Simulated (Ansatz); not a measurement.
# CH3NOSi: the cost of one run

All numbers below are computed with Ansatz 0.2.0 (RKS PBE-D4/def2-SVP).

1 further run of the same task is left out (it didn't finish).

### 1 The starting structure

Bond lengths: N1–Si2 1.707 Å, Si2–C3 1.724 Å, C3–O4 1.366 Å, N1–H5 1.010 Å, N1–H6 1.011 Å, O4–H7 0.966 Å. Angles: N1–Si2–C3 147.3°, Si2–N1–H5 120.1°, Si2–N1–H6 119.9°, H5–N1–H6 111.1°, Si2–C3–O4 127.0°, C3–O4–H7 109.7°.

As a file:

```xyz
7

N    -1.1759    1.5242    0.0435
Si   -0.2948    0.0938   -0.2578
C     0.8861   -1.0294    0.3050
O     1.1219   -2.2858   -0.1773
H    -0.7874    2.4215   -0.2090
H    -1.7505    1.5965    0.8723
H     2.0006   -2.3207   -0.5768
```

### 2 Relaxing end A

input.yaml reads:

```yaml
crystal:
  periodic: [false, false, false]
  atoms:
    - { symbol: "N", position_ang: [-1.17587, 1.52417, 0.04353] }
    - { symbol: Si, position_ang: [-0.29483, 0.09377, -0.25783] }
    - { symbol: C, position_ang: [0.88612, -1.02939, 0.305] }
    - { symbol: O, position_ang: [1.12191, -2.28577, -0.17726] }
    - { symbol: H, position_ang: [-0.78741, 2.42147, -0.20898] }
    - { symbol: H, position_ang: [-1.75048, 1.59651, 0.87234] }
    - { symbol: H, position_ang: [2.00057, -2.32075, -0.57679] }
basis:
  gaussian: { orbitals: def2-SVP }
hamiltonian:
  xc: pbe
  dispersion: d4
relax:
  f_tol: 0.015
  max_steps: 40
```

Run with:

```
ansatz run input.yaml --threads 1 --pin off --max-ram 2048MiB --backend cpu --events-out ev --progress --plain --runs-dir out
```

**Question.** How long does this run take on 1 thread of Intel Xeon Platinum 8375C at 2.90GHz (Ice Lake), shared host, and how much memory does it need?

About 26 s, with a peak of 0.17 GiB.
